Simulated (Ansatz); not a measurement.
**C2H5ClFIn: one species, many methods**

One table from this session's results is given with a row withheld; the runs are named, their logs left out.

Computed with Ansatz 0.2.0, Gaussian basis. Level: functionals in def2-TZVPP, the program's frozen cores in correlated methods.

The runs, in order: LDA (SPW92), PBE-D4, revPBE-D4, BLYP-D4, r2SCAN-D4, B97M-V, PBE0-D4, B3LYP-D4, r2SCANh-D4, r2SCAN0-D4, HSE06-D4, BHLYP-D4, CAM-B3LYP-D4, LC-ωPBE, ωB97X-V, ωB97M-V, B2PLYP, PBE-QIDH; CCSD(T)/def2-SVP; CCSD(T)/def2-TZVPP; MP2/def2-QZVPP; extrapolation to the limit; RPA on PBE.

1 further run of the same task is left out (for a known fault of the program).

## The relaxed structure

The geometry comes from an earlier relaxation with PBE0-D4 in a triple-zeta def2 set; it is a stationary point, not always the lowest conformer. In takes the def2 core potential; no spin-orbit term is included.

SMILES `C[CH2][In]([F])[Cl]`, 10 atoms, charge 0, spin multiplicity 1.

Atoms are counted from 1 here; the program's logs count them from 0.

Bond lengths: C1–C2 1.520 Å, C1–H6 1.091 Å, C1–H7 1.094 Å, C1–H8 1.091 Å, C2–In3 2.141 Å, C2–H9 1.092 Å, C2–H10 1.092 Å, In3–F4 1.952 Å, In3–Cl5 2.319 Å. Angles: C2–C1–H6 112.1°, C2–C1–H7 110.3°, C2–C1–H8 112.1°, H6–C1–H7 107.5°, H6–C1–H8 107.2°, H7–C1–H8 107.5°, C1–C2–In3 113.7°, C1–C2–H9 112.2°, C1–C2–H10 112.1°, In3–C2–H9 105.7°, In3–C2–H10 105.7°, H9–C2–H10 106.8°, C2–In3–F4 120.2°, C2–In3–Cl5 130.9°, F4–In3–Cl5 108.8°.

Geometry (Å):

```tsv
atom	x (Å)	y (Å)	z (Å)
C1	0.24642	-1.09974	0.87864
C2	0.52849	0.32931	0.44357
In3	-0.62503	0.95884	-1.24721
F4	-1.89290	-0.26765	-2.08288
Cl5	-0.67613	2.97859	-2.38501
H6	-0.79633	-1.24266	1.16754
H7	0.86558	-1.36217	1.74198
H8	0.46372	-1.82039	0.08829
H9	1.57331	0.47504	0.16030
H10	0.31287	1.05083	1.23479
```

Set-up of the first run:

Input file in.yaml:

```yaml
crystal:
  periodic: [false, false, false]
  atoms:
    - {symbol: C, position_ang: [0.246416, -1.099739, 0.878638]}
    - {symbol: C, position_ang: [0.528487, 0.329305, 0.443571]}
    - {symbol: In, position_ang: [-0.625025, 0.958844, -1.247213]}
    - {symbol: F, position_ang: [-1.892896, -0.267648, -2.082878]}
    - {symbol: Cl, position_ang: [-0.676127, 2.978592, -2.385014]}
    - {symbol: H, position_ang: [-0.796326, -1.242661, 1.167541]}
    - {symbol: H, position_ang: [0.865580, -1.362175, 1.741976]}
    - {symbol: H, position_ang: [0.463724, -1.820387, 0.088294]}
    - {symbol: H, position_ang: [1.573310, 0.475036, 0.160298]}
    - {symbol: H, position_ang: [0.312866, 1.050833, 1.234786]}
basis:
  gaussian: {orbitals: def2-TZVPP}
hamiltonian: {xc: lda}
output: {orbitals: {seedname: orbitals}}
```

On the command line:

```
$ ansatz run in.yaml --threads 4 --pin off --events-out ev --progress --plain --max-ram 10444MiB
```

Among the steps run: LDA; PBE-D4 (GGA); revPBE-D4 (GGA); BLYP-D4 (GGA); r2SCAN-D4 (meta-GGA); B97M-V (meta-GGA); B3LYP-D4 (hybrid); r2SCANh-D4 (hybrid); r2SCAN0-D4 (hybrid); HSE06-D4 (hybrid); BHLYP-D4 (hybrid); CAM-B3LYP-D4 (range-separated); LC-ωPBE (range-separated); ωB97X-V (range-separated); ωB97M-V (range-separated); B2PLYP (double hybrid); PBE-QIDH (double hybrid).

One of the session's tables, all rows but one given; the rest of the session is left out.

| functional | HOMO (eV) | LUMO (eV) | gap (eV) |
| --- | --- | --- | --- |
| LDA (SPW92) | -7.28 | -2.77 | 4.51 |
| PBE-D4 | -7.09 | -2.48 | 4.62 |
| revPBE-D4 | -7.02 | -2.35 | 4.67 |
| BLYP-D4 | -6.96 | -2.45 | 4.51 |
| r2SCAN-D4 | -7.37 | -2.23 | 5.14 |
| B97M-V | ? | ? | ? |
| PBE0-D4 | -8.34 | -1.60 | 6.75 |
| B3LYP-D4 | -8.13 | -1.93 | 6.21 |
| r2SCANh-D4 | -7.84 | -1.92 | 5.92 |
| r2SCAN0-D4 | -8.53 | -1.45 | 7.08 |
| HSE06-D4 | -7.95 | -1.97 | 5.98 |
| BHLYP-D4 | -9.45 | -0.78 | 8.68 |
| CAM-B3LYP-D4 | -9.66 | -0.69 | 8.97 |
| LC-ωPBE | -10.95 | 0.63 | 11.58 |
| ωB97X-V | -10.60 | 0.44 | 11.04 |
| ωB97M-V | -10.48 | 0.16 | 10.64 |

Q: Estimate the row for B97M-V from the others.

The run gave: HOMO (eV): -7.40; LUMO (eV): -2.37; gap (eV): 5.04. In the column «HOMO (eV)» it lies between r2SCANh-D4 (-7.84) and r2SCAN-D4 (-7.37).

Caveats from the session: All levels share the lack of spin-orbit coupling, which lowers the free heavy atoms and so the true binding.
